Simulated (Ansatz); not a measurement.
# CH9NOSi2: the cost of one run

All numbers are computed with the Python package of Ansatz 0.2.0. Level of theory: B97/cc-pVDZ.

### Step 1. The system

Bond lengths: O1–Si2 1.591 Å, Si2–N3 1.715 Å, N3–C4 1.462 Å, C4–Si5 1.827 Å, O1–H6 1.021 Å, Si2–H7 1.504 Å, Si2–H8 1.445 Å, N3–H9 1.006 Å, C4–H10 1.128 Å, C4–H11 1.147 Å, Si5–H12 1.521 Å, Si5–H13 1.497 Å, Si5–H14 1.455 Å. Angles (14 of 22 angles, heavy atoms first): O1–Si2–N3 103.3°, Si2–N3–C4 124.5°, N3–C4–Si5 120.8°, O1–Si2–H7 110.1°, O1–Si2–H8 111.0°, N3–Si2–H7 109.4°, N3–Si2–H8 109.7°, Si2–O1–H6 115.6°, Si2–N3–H9 104.3°, C4–N3–H9 111.3°, N3–C4–H10 103.3°, N3–C4–H11 107.7°, Si5–C4–H10 109.5°, Si5–C4–H11 112.9°.

The script reads input.yaml:

```yaml
crystal:
  periodic: [false, false, false]
  atoms:
    - { symbol: O, position_ang: [-0.64, 2.3009, 1.9169] }
    - { symbol: Si, position_ang: [0.0051, 0.895, 1.5436] }
    - { symbol: "N", position_ang: [-0.6898, 0.5361, 0.0168] }
    - { symbol: C, position_ang: [-0.5785, -0.7543, -0.6619] }
    - { symbol: Si, position_ang: [0.9796, -1.2494, -1.4784] }
    - { symbol: H, position_ang: [-1.6487, 2.3758, 1.7745] }
    - { symbol: H, position_ang: [1.4952, 1.0327, 1.3943] }
    - { symbol: H, position_ang: [-0.3725, -0.1181, 2.5022] }
    - { symbol: H, position_ang: [-0.3867, 1.2893, -0.5771] }
    - { symbol: H, position_ang: [-1.4086, -0.7195, -1.4251] }
    - { symbol: H, position_ang: [-0.9851, -1.5582, 0.0478] }
    - { symbol: H, position_ang: [2.0484, -1.4264, -0.4106] }
    - { symbol: H, position_ang: [1.368, -0.139, -2.4041] }
    - { symbol: H, position_ang: [0.8006, -2.4942, -2.2101] }
basis:
  gaussian: { orbitals: cc-pVDZ }
hamiltonian:
  xc: { name: B97 }
```

### Step 2. The script

The input, deck_ch9nosi2.py:

```python
import ansatz as az


def main() -> None:
    session = az.Session.from_deck("input.yaml")
    summary = session.plan(threads=1).execute().report

    print("reference energy %16.6f eV" % summary["reference_energy_ev"])
    print("total energy     %16.6f eV" % summary["free_energy_ev"])
    print("occupied orbitals outside the frozen core (up, down):", summary["n_occupied"], " frozen:", summary["n_frozen"], " virtual:", summary["n_virtual"])
    symbols = ["O", "Si", "N", "C", "Si", "H", "H", "H", "H", "H", "H", "H", "H", "H"]
    field = summary["mean_field"]
    print("<S^2> =", round(abs(field["state"]["spin_squared"]), 4), " all-electron relativity setting:", field["relativity"])
    print("passes:", field["passes"])
    if "symmetry" in field:
        print("occupied orbitals by irrep:", field["symmetry"]["occupied"])


if __name__ == "__main__":
    main()
```

### Step 3. Launch

Launch:

```sh
python deck_ch9nosi2.py
```

**Question.** How long does this script take on 1 thread of Intel Xeon 6975P-C (Granite Rapids), shared host, and how much memory does it need?

About 6.9 s, with a peak of 0.37 GiB.
